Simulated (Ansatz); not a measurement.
IrOs, space group P-6m2, a point defect in a supercell

Run with the Ansatz DFT code, driven from Python.

`run_defect.py`
```python
# -*- coding: utf-8 -*-
"""A vacancy in a supercell of IrOs, against the perfect cell."""

import warnings

import ansatz as az
import numpy as np

XC = "pbesol"
FILLING = "gaussian"
KMESH = (3, 3, 2)


def main():
    warnings.simplefilter("ignore", az.DeckWarning)

    crystal = (
        az.Lattice.of([2.74362, 0.0, 0.0], [-1.37181, 2.37605, 0.0], [0.0, 0.0, 4.36088])
        .atom("Os", [1 / 3, 2 / 3, 0.0])
        .atom("Ir", [2 / 3, 1 / 3, 0.5])
    )
    host = crystal.supercell(2)
    defective = host.vacancy("Os", at=[1 / 3, 2 / 3, 0.0])

    def with_settings(structure):
        return (
            structure.calculation()
            .functional(XC)
            .pseudopotentials("paw")
            .occupations(FILLING, width=100 * az.meV)  # smearing steadies the SCF of a metal
            .kpoints(*KMESH)  # sampling of the Brillouin zone
            .basis(38 * az.Ry)
            .band_table()  # levels at the mesh points
        )


    perfect = with_settings(host).run().report
    model = with_settings(defective).relax(force_tolerance=0.03, max_steps=25)
    out = model.run()
    r = out.report

    n_host, n_defect = len(perfect["lattice"]["sites"]), len(r["lattice"]["sites"])
    print(f"perfect cell: {n_host} atoms, F = {perfect['free_energy_ev']:.4f} eV")
    print(f"defect cell:  {n_defect} atoms, F = {r['free_energy_ev']:.4f} eV")
    # chemical potentials are still to be added to this difference
    print(f"difference {r['free_energy_ev'] - perfect['free_energy_ev']:.4f} eV (no chemical potentials)")

    for label, run in (("perfect", perfect), ("defect", r)):
        levels, filled = np.array(run["eigenvalues_ev"][0]), np.array(run["occupations"][0])
        top = int(np.argmin(np.abs(levels - run["fermi_energy_ev"])))
        window = slice(max(top - 3, 0), top + 4)
        print(label, "levels near E_F at the first k-point:", ", ".join(f"{e - run['fermi_energy_ev']:.2f} ({f:.2f})" for e, f in zip(levels[window], filled[window])))

    pull = np.linalg.norm(r["forces_ev_ang"], axis=1)
    for atom in np.argsort(-pull)[:5]:
        print(f"force on {out.lattice.sites[atom].symbol}{atom}: {pull[atom]:.3f} eV/A")


if __name__ == "__main__":
    main()
```

Running `python run_defect.py` prints:
```text
perfect cell: 16 atoms, F = -184399.4525 eV
defect cell:  15 atoms, F = -173146.1357 eV
difference 11253.3168 eV (no chemical potentials)
perfect levels near E_F at the first k-point: -0.57 (2.00), -0.55 (2.00), -0.30 (2.00), -0.30 (2.00), 0.40 (0.00), 0.40 (0.00), 0.74 (0.00)
defect levels near E_F at the first k-point: -0.61 (2.00), -0.51 (2.00), -0.04 (1.47), -0.04 (1.47), 0.14 (0.05), 0.14 (0.05), 0.24 (0.00)
force on Ir6: 0.016 eV/A
force on Ir4: 0.016 eV/A
force on Ir0: 0.016 eV/A
force on Ir2: 0.016 eV/A
force on Ir10: 0.016 eV/A
```

Total energies depend on the potentials; only differences at equal settings carry meaning. A total without «per atom» is that of the cell as typed. The computed bands are complete only to about 2.3 eV above the Fermi level. For a metal this k-point mesh is coarse: on a finer one energies can move by several to tens of meV an atom and pressures by half a GPa or more, differences at one mesh by less. The difference holds no chemical potentials. Errors of mesh and smearing per atom add up over the supercell, so the energy can be off by tenths of an eV. Each cell's levels count from its own Fermi level and aren't aligned; one k-point can hide that the defect cell is metallic. This cell is a computed structure, which may not be the phase found in nature. Gaps and levels are Kohn-Sham values on a finite set of k-points, without spin-orbit coupling. The supercell is small, so the defect meets its images and the energies aren't those of an isolated defect; a partly filled defect level may also lower its energy by spin or distortion. For a charged cell the difference holds no correction, alignment or term for the electrons' reservoir. Run time: 47 s on 1 thread of Intel(R) Xeon(R) 6975P-C (Granite Rapids), on a shared host, peak memory 0.83 GiB.

(A comment or docstring line of the script was reworded after the run, the code is as it ran; lines on the test bed's own set-up are left out of the output.)
